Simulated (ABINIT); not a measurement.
# ZnMo3 (Pm-3m) in ABINIT: reference runs

Aim: a first look at ZnMo3 with PBE, on the cell as given and on a disturbed one.

All numbers are computed with ABINIT 10.8.3 (patched build); they aren't measurements. Logs are shortened: lines on timing, memory, paths and dates and some standing lists are left out, and cuts for length are marked. The log counts tension as positive stress, the text compression.

### 1 The crystal as given

The structure is cubic, space group Pm-3m (No. 221). Conventional cell: a = 3.943 Å, b = 3.943 Å, c = 3.943 Å, α = 90.00°, β = 90.00°, γ = 90.00°. Around Mo (site symmetry 4/mmm) lie 8 Mo at 2.79 Å and 4 Zn at 2.79 Å. Zn (site symmetry m-3m) is surrounded by 12 Mo at 2.79 Å.

The cell comes from a database or a generator and needn't be the stable form of this composition.

### 2 Single point, PBE

Contents of run.abi:

```
# Pseudopotentials
pp_dirpath "./"
pseudos "Mo.GGA_PBE-JTH.xml, Zn.GGA_PBE-JTH.xml"

# Structure
structure "poscar:POSCAR"
natom 4

# Plane-wave basis
ecut 22.0
pawecutdg 44.0
pawxcdev 0

# k points
kptopt 1
ngkpt 7 7 7
nshiftk 1
shiftk 0.0 0.0 0.0

# Exchange and correlation
ixc 11

# Bands and occupations
nband 33
occopt 3
tsmear 0.00183747

# SCF cycle
nstep 100
tolvrs 1.0e-9

# Output
iomode 3
prtwf 0
prteig 0
prtebands 0
enunit 1
prtden 1
prtvha 1
prtvclmb 1
prtpot 1
```

Contents of POSCAR:

```
ZnMo3
1.0
    3.9431540000      0.0000000000      0.0000000000
    0.0000000000      3.9431540000      0.0000000000
    0.0000000000      0.0000000000      3.9431540000
Mo Zn
3 1
Direct
    0.5000000000      0.5000000000      0.0000000000  Mo
    0.5000000000      0.0000000000      0.5000000000  Mo
    0.0000000000      0.5000000000      0.5000000000  Mo
    0.0000000000      0.0000000000      0.0000000000  Zn
```

Potentials or basis: JTH PAW PBE v2.0.

On the command line:

```
$ abinit run.abi > log 2>&1
```

run.abo:

```text
.Version 10.8.3 of ABINIT
 Symmetries : space group Pm -3 m (#221); Bravais cP (primitive cubic)
================================================================================
 Values of the parameters that define the memory need of the present run
     intxc =       0    ionmov =       0      iscf =      17    lmnmax =      18
     lnmax =       6     mgfft =      32  mpssoang =       3    mqgrid =    3001
     natom =       4  nloc_mem =       2    nspden =       1   nspinor =       1
    nsppol =       1      nsym =      48    n1xccc =       1    ntypat =       2
    occopt =       3   xclevel =       2
       mpw =        2052          nfft =       32768          nkpt =          20
 PAW method is used; the additional fine FFT grid is defined by:
   mgfftf=        48    nfftf =    110592
================================================================================
================================================================================

--------------------------------------------------------------------------------
------------- Echo of variables that govern the present computation ------------
--------------------------------------------------------------------------------
 -outvars: echo values of preprocessed input variables --------
            acell      1.0000000000E+00  1.0000000000E+00  1.0000000000E+00 Bohr
              amu      9.59400000E+01  6.53900000E+01
             ecut      2.20000000E+01 Hartree
           enunit           1
              ixc          11
         kptrlatt        7    0    0      0    7    0      0    0    7
          kptrlen      5.21603679E+01
            natom           4
            nband          33
            ngfft          32      32      32
          ngfftdg          48      48      48
             nkpt          20
            nstep         100
             nsym          48
           ntypat           2
           occopt           3
        pawecutdg      4.40000000E+01 Hartree
         pawxcdev           0
        prtebands           0
           prteig           0
           prtpot           1
         prtvclmb           1
           prtvha           1
            prtwf           0
            rprim      7.4514811323E+00  0.0000000000E+00  0.0000000000E+00
                       0.0000000000E+00  7.4514811323E+00  0.0000000000E+00
                       0.0000000000E+00  0.0000000000E+00  7.4514811323E+00
          spgroup         221
           tolvrs      1.00000000E-09
           tsmear      1.83747000E-03 Hartree
            typat      1  1  1  2
           useylm           1
           xangst      1.9715770000E+00  1.9715770000E+00  0.0000000000E+00
                       1.9715770000E+00  0.0000000000E+00  1.9715770000E+00
                       0.0000000000E+00  1.9715770000E+00  1.9715770000E+00
                       0.0000000000E+00  0.0000000000E+00  0.0000000000E+00
            xcart      3.7257405661E+00  3.7257405661E+00  0.0000000000E+00
                       3.7257405661E+00  0.0000000000E+00  3.7257405661E+00
                       0.0000000000E+00  3.7257405661E+00  3.7257405661E+00
                       0.0000000000E+00  0.0000000000E+00  0.0000000000E+00
             xred      5.0000000000E-01  5.0000000000E-01  0.0000000000E+00
                       5.0000000000E-01  0.0000000000E+00  5.0000000000E-01
                       0.0000000000E+00  5.0000000000E-01  5.0000000000E-01
                       0.0000000000E+00  0.0000000000E+00  0.0000000000E+00
            znucl       42.00000   30.00000

================================================================================

 chkinp: Checking input parameters for consistency.

================================================================================
== DATASET  1 ==================================================================

--- !DatasetInfo
iteration_state: {dtset: 1, }
dimensions: {natom: 4, nkpt: 20, mband: 33, nsppol: 1, nspinor: 1, nspden: 1, mpw: 2052, }
cutoff_energies: {ecut:  22.0, pawecutdg:  44.0, }
electrons: {nelect:   5.40000000E+01, charge:   0.00000000E+00, occopt:   3.00000000E+00, tsmear:   1.83747000E-03, }
meta: {optdriver: 0, ionmov: 0, optcell: 0, iscf: 17, paral_kgb: 0, }
...

 Exchange-correlation functional for the present dataset will be:
  GGA: Perdew-Burke-Ernzerhof functional - ixc=11
  J.P.Perdew, K.Burke, M.Ernzerhof, PRL 77, 3865 (1996)

 Real(R)+Recip(G) space primitive vectors, cartesian coordinates (Bohr,Bohr^-1):
 R(1)=  7.4514811  0.0000000  0.0000000  G(1)=  0.1342015  0.0000000  0.0000000
 R(2)=  0.0000000  7.4514811  0.0000000  G(2)=  0.0000000  0.1342015  0.0000000
 R(3)=  0.0000000  0.0000000  7.4514811  G(3)=  0.0000000  0.0000000  0.1342015
 Unit cell volume ucvol=  4.1374029E+02 bohr^3
[... 88 lines left out ...]
- [  5.0000E-01,   0.0000E+00,   5.0000E-01, Mo]
- [  0.0000E+00,   5.0000E-01,   5.0000E-01, Mo]
- [  0.0000E+00,   0.0000E+00,   0.0000E+00, Zn]
cartesian_forces: # hartree/bohr
- [ -0.00000000E+00,  -0.00000000E+00,  -0.00000000E+00, ]
- [ -0.00000000E+00,  -0.00000000E+00,  -0.00000000E+00, ]
- [ -0.00000000E+00,  -0.00000000E+00,  -0.00000000E+00, ]
- [ -0.00000000E+00,  -0.00000000E+00,  -0.00000000E+00, ]
force_length_stats: {min:   0.00000000E+00, max:   0.00000000E+00, mean:   0.00000000E+00, }
...

 Integrated electronic density in atomic spheres:
 ------------------------------------------------
 Atom  Sphere_radius  Integrated_density
    1        2.20740         11.27304298
    2        2.20740         11.27304298
    3        2.20740         11.27304298
    4        2.30770         10.95852071

================================================================================

 ----iterations are completed or convergence reached----

 Mean square residual over all n,k,spin=   12.272E-08; max=  16.993E-06
 reduced coordinates (array xred) for    4 atoms
       0.500000000000      0.500000000000      0.000000000000
       0.500000000000      0.000000000000      0.500000000000
       0.000000000000      0.500000000000      0.500000000000
       0.000000000000      0.000000000000      0.000000000000
 rms dE/dt=  0.0000E+00; max dE/dt=  0.0000E+00; dE/dt below (all hartree)
    1       0.000000000000      0.000000000000      0.000000000000
    2       0.000000000000      0.000000000000      0.000000000000
    3       0.000000000000      0.000000000000      0.000000000000
    4       0.000000000000      0.000000000000      0.000000000000

 cartesian coordinates (angstrom) at end:
    1      1.97157700000000     1.97157700000000     0.00000000000000
    2      1.97157700000000     0.00000000000000     1.97157700000000
    3      0.00000000000000     1.97157700000000     1.97157700000000
    4      0.00000000000000     0.00000000000000     0.00000000000000

 cartesian forces (hartree/bohr) at end:
    1     -0.00000000000000    -0.00000000000000    -0.00000000000000
    2     -0.00000000000000    -0.00000000000000    -0.00000000000000
    3     -0.00000000000000    -0.00000000000000    -0.00000000000000
    4     -0.00000000000000    -0.00000000000000    -0.00000000000000
 frms,max,avg= 0.0000000E+00 0.0000000E+00   0.000E+00  0.000E+00  0.000E+00 h/b

 cartesian forces (eV/Angstrom) at end:
    1     -0.00000000000000    -0.00000000000000    -0.00000000000000
    2     -0.00000000000000    -0.00000000000000    -0.00000000000000
    3     -0.00000000000000    -0.00000000000000    -0.00000000000000
    4     -0.00000000000000    -0.00000000000000    -0.00000000000000
 frms,max,avg= 0.0000000E+00 0.0000000E+00   0.000E+00  0.000E+00  0.000E+00 e/A
 length scales=  1.000000000000  1.000000000000  1.000000000000 bohr
              =  0.529177210544  0.529177210544  0.529177210544 angstroms
 Fermi (or HOMO) energy (eV) =  12.90219   Average Vxc (eV)= -12.27413
 Eigenvalues (   eV  ) for nkpt=  20  k points:
 kpt#   1, nband= 33, wtk=  0.00292, kpt=  0.0000  0.0000  0.0000 (reduced coord)
 -48.15172  -47.88786  -47.88786  -22.59186  -22.59186  -22.59186  -21.99320  -21.99320
 -21.99320  -21.60881  -21.60881  -21.60881    4.63891    5.40651    5.40651    5.54284
   5.54284    5.54284    7.21204    9.48419    9.48419    9.48419    9.86421    9.86421
  13.83488   13.83488   13.83488   14.96466   14.96466   14.96466   15.54528   15.54528
  16.77428
 prteigrs : prtvol=0 or 1, do not print more k-points.

--- !EnergyTerms
iteration_state     : {dtset: 1, }
comment             : Components of total free energy in Hartree
kinetic             :  3.55321338820587E+01
hartree             :  4.40994444263627E+01
xc                  : -1.33717393669095E+01
Ewald energy        : -2.24729065297185E+02
psp_core            :  1.19249331475142E+01
local_psp           : -1.65906240149276E+02
PAW spherical_terms :  4.16307838074183E+01
internal            : -2.70819749550016E+02
'-kT*entropy'       : -1.10334113006342E-03
total_energy        : -2.70820852891146E+02
total_energy_eV     : -7.36941083148697E+03
...

--- !EnergyTermsDC
iteration_state     : {dtset: 1, }
comment             : '"Double-counting" decomposition of free energy'
band_energy         : -1.56325394523027E+01
Ewald energy        : -2.24729065297185E+02
psp_core            :  1.19249331475142E+01
xc_dc               : -4.01798182561607E+01
PAW spherical_terms : -2.20325115770712E+00
internal            : -2.70819741015841E+02
'-kT*entropy'       : -1.10334113006342E-03
total_energy_dc     : -2.70820844356971E+02
total_energy_dc_eV  : -7.36941059926025E+03
...

--- !EnergyTermsWithPAWCore
iteration_state     : {dtset: 1, }
comment             : 'Components of total free energy, including PAW core contributions'
Total energy        : -1.39430937348504E+04
Total energy DC     : -1.39430937263162E+04
Total energy (eV)   : -3.79410909082933E+05
Total energy DC (eV): -3.79410908850706E+05
...

 Cartesian components of stress tensor (hartree/bohr^3)
  sigma(1 1)=  4.06270582E-05  sigma(3 2)=  0.00000000E+00
  sigma(2 2)=  4.06270582E-05  sigma(3 1)=  0.00000000E+00
  sigma(3 3)=  4.06270582E-05  sigma(2 1)=  0.00000000E+00

-Cartesian components of stress tensor (GPa)         [Pressure= -1.1953E+00 GPa]
- sigma(1 1)=  1.19528932E+00  sigma(3 2)=  0.00000000E+00
- sigma(2 2)=  1.19528932E+00  sigma(3 1)=  0.00000000E+00
- sigma(3 3)=  1.19528932E+00  sigma(2 1)=  0.00000000E+00

== END DATASET(S) ==============================================================
================================================================================

 -outvars: echo values of variables after computation  --------
            acell      1.0000000000E+00  1.0000000000E+00  1.0000000000E+00 Bohr
           etotal     -2.7082084436E+02
            fcart     -0.0000000000E+00 -0.0000000000E+00 -0.0000000000E+00
                      -0.0000000000E+00 -0.0000000000E+00 -0.0000000000E+00
                      -0.0000000000E+00 -0.0000000000E+00 -0.0000000000E+00
                      -0.0000000000E+00 -0.0000000000E+00 -0.0000000000E+00
            rprim      7.4514811323E+00  0.0000000000E+00  0.0000000000E+00
                       0.0000000000E+00  7.4514811323E+00  0.0000000000E+00
                       0.0000000000E+00  0.0000000000E+00  7.4514811323E+00
           strten      4.0627058223E-05  4.0627058223E-05  4.0627058223E-05
                       0.0000000000E+00  0.0000000000E+00  0.0000000000E+00
           xangst      1.9715770000E+00  1.9715770000E+00  0.0000000000E+00
                       1.9715770000E+00  0.0000000000E+00  1.9715770000E+00
                       0.0000000000E+00  1.9715770000E+00  1.9715770000E+00
                       0.0000000000E+00  0.0000000000E+00  0.0000000000E+00
             xred      5.0000000000E-01  5.0000000000E-01  0.0000000000E+00
                       5.0000000000E-01  0.0000000000E+00  5.0000000000E-01
                       0.0000000000E+00  5.0000000000E-01  5.0000000000E-01
                       0.0000000000E+00  0.0000000000E+00  0.0000000000E+00
 Calculation completed.
```

Run time: 67 s. Hardware: 1 thread of Arm Neoverse V2, shared host; peak memory 0.17 GiB.

What came out:

```yaml
Free_energy: -7369.4106 eV
Pressure: -1.2 GPa
Band_gap_on_the_k_mesh: none (metal or under the smearing width)
Valence_electrons_inside_the_program's_atomic_spheres: Mo 11.27; Zn 10.96
```

Levels at points of the mesh, in eV from the Fermi level:
```csv
k point,band 23,band 24,band 25,band 26,band 27,band 28,band 29,band 30,band 31,band 32
"(0.00, 0.00, 0.00)",-3.04,-3.04,0.93,0.93,0.93,2.06,2.06,2.06,2.64,2.64
```

### 3 Single point, PBE (atoms moved at random, drawn with an rms of 0.05 Å)

run.abi: that of step 2 with these lines changed.

```diff
@@ -5,7 +5,22 @@
 # Structure
-structure "poscar:POSCAR"
+acell 3*1.0 Angstrom
+rprim
+     3.9431540000     0.0000000000     0.0000000000
+     0.0000000000     3.9431540000     0.0000000000
+     0.0000000000     0.0000000000     3.9431540000
+ntypat 2
+znucl 42 30
 natom 4
+typat 1 1 1 2
+xred
+     0.4883810000     0.5005340000    -0.0000980000
+     0.5046530000    -0.0060050000     0.5015940000
+    -0.0012770000     0.5056620000     0.4845570000
+    -0.0020950000     0.0024200000    -0.0068160000
+chkprim 0
+chksymtnons 0
+tolsym 1.0e-6
 
 # Plane-wave basis
-ecut 22.0
+ecut 598.650497 eV
 pawecutdg 44.0
@@ -25,3 +40,3 @@
 occopt 3
-tsmear 0.00183747
+tsmear 0.05 eV
```

Potentials or basis: JTH PAW PBE v2.0.

On the command line:

```
$ abinit run.abi > log 2>&1
```

run.abo:

```text
.Version 10.8.3 of ABINIT
 Symmetries : space group P1 (#  1); Bravais aP (primitive triclinic)
================================================================================
 Values of the parameters that define the memory need of the present run
     intxc =       0    ionmov =       0      iscf =      17    lmnmax =      18
     lnmax =       6     mgfft =      32  mpssoang =       3    mqgrid =    3001
     natom =       4  nloc_mem =       2    nspden =       1   nspinor =       1
    nsppol =       1      nsym =       1    n1xccc =       1    ntypat =       2
    occopt =       3   xclevel =       2
       mpw =        2052          nfft =       32768          nkpt =         172
 PAW method is used; the additional fine FFT grid is defined by:
   mgfftf=        48    nfftf =    110592
================================================================================
================================================================================

--------------------------------------------------------------------------------
------------- Echo of variables that govern the present computation ------------
[... 291 lines left out ...]

 -outvars: echo values of variables after computation  --------
            acell      1.8897261259E+00  1.8897261259E+00  1.8897261259E+00 Bohr
           etotal     -2.7081951533E+02
            fcart      9.2047689492E-03  3.9748775151E-04 -2.9860567004E-03
                      -7.2799229880E-03  3.8280458450E-03 -7.0812682410E-03
                      -1.0053174837E-03 -4.7984763990E-03  1.0086285348E-02
                      -9.1952847749E-04  5.7294280247E-04 -1.8960406361E-05
            rprim      3.9431540000E+00  0.0000000000E+00  0.0000000000E+00
                       0.0000000000E+00  3.9431540000E+00  0.0000000000E+00
                       0.0000000000E+00  0.0000000000E+00  3.9431540000E+00
           strten      2.5779482568E-05  3.4781028205E-05  3.1408885254E-05
                       2.2055357515E-06 -2.6255843333E-06 -5.0240867338E-07
           xangst      1.9257614937E+00  1.9736826442E+00 -3.8642909200E-04
                       1.9899244956E+00 -2.3678639770E-02  1.9778623875E+00
                      -5.0354076580E-03  1.9939031379E+00  1.9106828728E+00
                      -8.2609076300E-03  9.5424326800E-03 -2.6876537664E-02
             xred      4.8838100000E-01  5.0053400000E-01 -9.8000000000E-05
                       5.0465300000E-01 -6.0050000000E-03  5.0159400000E-01
                      -1.2770000000E-03  5.0566200000E-01  4.8455700000E-01
                      -2.0950000000E-03  2.4200000000E-03 -6.8160000000E-03
 Calculation completed.
```

It took 11 min on 1 thread of Arm Neoverse V2, shared host; peak memory 0.41 GiB.

What came out:

```
Free energy                                           : -7369.3744 eV
Pressure                                              : -0.9 GPa
Largest force                                         : 0.577 eV/Å
Band gap on the k mesh                                : none (metal or under the smearing width)
Valence electrons inside the program's atomic spheres : Mo 11.28, 11.27; Zn 10.98
```

Forces on the atoms (eV/Å):
```
Mo   0.473  0.020 -0.154
Mo  -0.374  0.197 -0.364
Mo  -0.052 -0.247  0.519
Zn  -0.047  0.029 -0.001
```

Levels at points of the mesh, in eV from the Fermi level:
```
           k point  band 24  band 25  band 26  band 27  band 28  band 29  band 30  band 31
(0.00, 0.00, 0.00)    -3.02     0.91     0.93     0.94     2.00     2.06     2.08     2.66
```
